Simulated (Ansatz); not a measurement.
# Nb: the crystal squeezed far

Aim: compress Nb (bcc type) step by step, far beyond the usual range, and follow pressure and electronic structure. The runs shown use PAW. Its runs: cell relaxed at zero pressure (PAW); volume scaled by 1 (PAW); volume scaled by 0.94 (PAW); volume scaled by 0.88 (PAW); volume scaled by 0.8 (PAW); volume scaled by 0.72 (PAW and PAW (source ansatz)); volume scaled by 0.64 (PAW and PAW (level accurate)); volume scaled by 0.55 (PAW); volume scaled by 0.45 (PAW and PAW (cutoff 300 eV)).

Program: Ansatz 0.2.0. Level of theory: DFT PBEsol, with the methods named in each step. These are calculated values, not measurements.

## (1) Starting point

The structure is cubic, space group Im-3m (No. 229). Conventional cell: a = 3.301 Å, b = 3.301 Å, c = 3.301 Å, α = 90.00°, β = 90.00°, γ = 90.00°. Around Nb (site symmetry m-3m) lie 8 Nb at 2.86 Å.

Structure file:

```
Nb
1.0
    -1.65035    1.65035    1.65035
     1.65035   -1.65035    1.65035
     1.65035    1.65035   -1.65035
Nb
1
Direct
  0.00000 0.00000 0.00000
```

Whether this phase is the stable one at these pressures isn't tested.

## (2) Cell relaxed at zero pressure, PAW

input.yaml reads:

```yaml
crystal:
  lattice:
    - [-1.6503519298, 1.6503519298, 1.6503519298]
    - [1.6503519298, -1.6503519298, 1.6503519298]
    - [1.6503519298, 1.6503519298, -1.6503519298]
  atoms:
    - { symbol: Nb, position: [0.0, 0.0, 0.0] }
kpoints:
  mp_grid: { grid: [18, 18, 18] }
scf:
  occupations: { method: fermi_dirac, width: 0.05 }
hamiltonian:
  xc: pbesol
  pseudopotentials: { kind: paw }
output:
  forces: true
  stress: true
relax:
  f_tol: 0.005
  max_steps: 40
  cell: {}
```

On the command line:

```sh
$ ansatz run input.yaml --threads 1 --pin off --max-ram 2048MiB --backend cpu --events-out ev --progress --plain --runs-dir out
```

The runs that follow: Volume scaled by 1, PAW; Volume scaled by 0.94, PAW; Volume scaled by 0.88, PAW; Volume scaled by 0.8, PAW; Volume scaled by 0.72, PAW; Volume scaled by 0.72, PAW (source ansatz); Volume scaled by 0.64, PAW; Volume scaled by 0.64, PAW (level accurate); Volume scaled by 0.55, PAW; Volume scaled by 0.45, PAW; Volume scaled by 0.45, PAW (cutoff 300 eV).

**Question.** What will these runs give? Wanted: PAW pressure at 0.45 of the volume; fitted bulk modulus at zero pressure.

The runs gave:

| quantity | value |
| --- | --- |
| PAW pressure at 0.45 of the volume | 646.3 GPa |
| PAW (cutoff 300 eV) pressure at 0.45 of the volume | 645.7 GPa |
| fitted bulk modulus at zero pressure (PAW) | 174 GPa |
| its pressure derivative | 3.85 |

In words: At 0.45 of the starting volume PAW gives 646 GPa. A third-order Birch-Murnaghan curve fits the range only roughly (B₀ = 174 GPa, B′ = 3.85, misfit at most 4.01 GPa). A fit over so wide a range leans to the high pressures, so B₀ can be off by several per cent. No all-electron run checks these rows here, and frozen cores can fail under such compression. The ions are at rest, and the electrons smeared by 0.05 eV.
